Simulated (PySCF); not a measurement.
# [WO(OH)3]+: other functionals and bases at one geometry

One table from this session's results is given with a row withheld; the runs are named, their logs left out.

Method: several levels, as the steps say, no spin–orbit coupling; program: PySCF 2.14.0.

3 further runs of the same task are left out: 2 for a known fault of the program, 1 that didn't finish.

## Starting geometry

8 atoms, charge 1, spin multiplicity 1.

Bond lengths: W1–O2 1.691 Å, W1–O3 1.837 Å, W1–O5 1.838 Å, W1–O7 1.837 Å, O3–H4 0.981 Å, O5–H6 0.981 Å, O7–H8 0.981 Å. Angles: O2–W1–O3 108.6°, O2–W1–O5 108.6°, O2–W1–O7 108.6°, O3–W1–O5 110.4°, O3–W1–O7 110.1°, O5–W1–O7 110.4°, W1–O3–H4 142.6°, W1–O5–H6 142.2°, W1–O7–H8 142.6°.

Coordinates:

```
W    -0.2849    0.0000    0.2187
O     0.6209    0.0000    1.6464
O     0.1383    1.5062   -0.7446
H     0.6931    2.3148   -0.7224
O    -2.0695    0.0000    0.6579
H    -2.6780    0.0000    1.4273
O     0.1383   -1.5062   -0.7446
H     0.6931   -2.3148   -0.7224
```

Formal oxidation states: W +6. An earlier session relaxed this geometry at PBE, W def2-SVP with ECP60, O def2-SVP, H def2-SVP (singlet, point group C3v).

At PBE on the finer grid: E = -369.226457 Eh, HOMO -13.94 eV, LUMO -8.42 eV, Mulliken charge on W1 +1.26 e, largest force component 0.013 eV/Å. 

Levels to run: TPSSh; BLYP; TPSS; HF; PBE, TZVP; PBE, x2c-SVP. Hardware: 2 threads of Arm Neoverse V2, shared host.

The first run:

Input file run.py (the lines that set the calculation):

```python
mol = gto.M(atom='''
W     -0.28495     0.00000     0.21867
O      0.62089     0.00000     1.64642
O      0.13834     1.50621    -0.74463
H      0.69312     2.31480    -0.72239
O     -2.06946     0.00000     0.65787
H     -2.67798     0.00000     1.42735
O      0.13834    -1.50621    -0.74463
H      0.69312    -2.31480    -0.72239''',
    basis={'W': 'def2-SVP', 'O': 'def2-SVP', 'H': 'def2-SVP'},
    ecp={'W': 'def2-SVP'},
    charge=1, spin=0)
mf = dft.RKS(mol, xc='TPSSH')
mf.grids.atom_grid = (75, 302)
mf = mf.density_fit()  # fitting sets: W def2-universal-JKFIT, O def2-universal-JKFIT, H def2-universal-JKFIT
mf.conv_tol = 1e-08; mf.max_cycle = 55
mf.kernel(dm0)  # dm0: the density of the relaxed state
```

Command:

```console
$ OMP_NUM_THREADS=2 python run.py
```

Steps of the session up to this table: TPSSh; BLYP; TPSS; HF; PBE, TZVP; PBE, x2c-SVP.

One table of the session follows, with a row left open; its other results are not shown here.

| level | HOMO (eV) | gap (eV) | charge on W1 (e) | dipole (D) | largest force component (eV/Å) |
| --- | --- | --- | --- | --- | --- |
| PBE (relaxed here) | -13.94 | 5.52 | 1.26 | 0.24 | 0.01 |
| TPSSh | ? | ? | ? | ? | ? |
| BLYP | -13.78 | 5.50 | 1.25 | 0.27 | 0.54 |
| TPSS | -14.05 | 5.68 | 1.38 | 0.26 | 0.09 |
| HF | -20.14 | 15.90 | 2.04 | 0.30 | 3.39 |
| PBE, TZVP | -14.01 | 5.59 | 1.58 | 0.32 | 0.23 |
| PBE, x2c-SVP | -14.05 | 5.32 | 1.19 | 0.20 | 0.84 |

**Question.** Estimate the row for TPSSh.

The run gave: HOMO (eV): -14.74; gap (eV): 6.63; charge on W1 (e): 1.45; dipole (D): 0.24; largest force component (eV/Å): 0.50. In the column «HOMO (eV)» it lies between HF (-20.14) and TPSS (-14.05).

The dipole of a charged species depends on the origin, so these sizes hold for this origin alone.

In one basis the HOMO–LUMO gap runs from 5.50 eV (BLYP) to 15.90 eV (HF). The largest leftover force, 3.39 eV/Å with HF, stands at a geometry relaxed at another level. Total energies of different levels can't be compared.
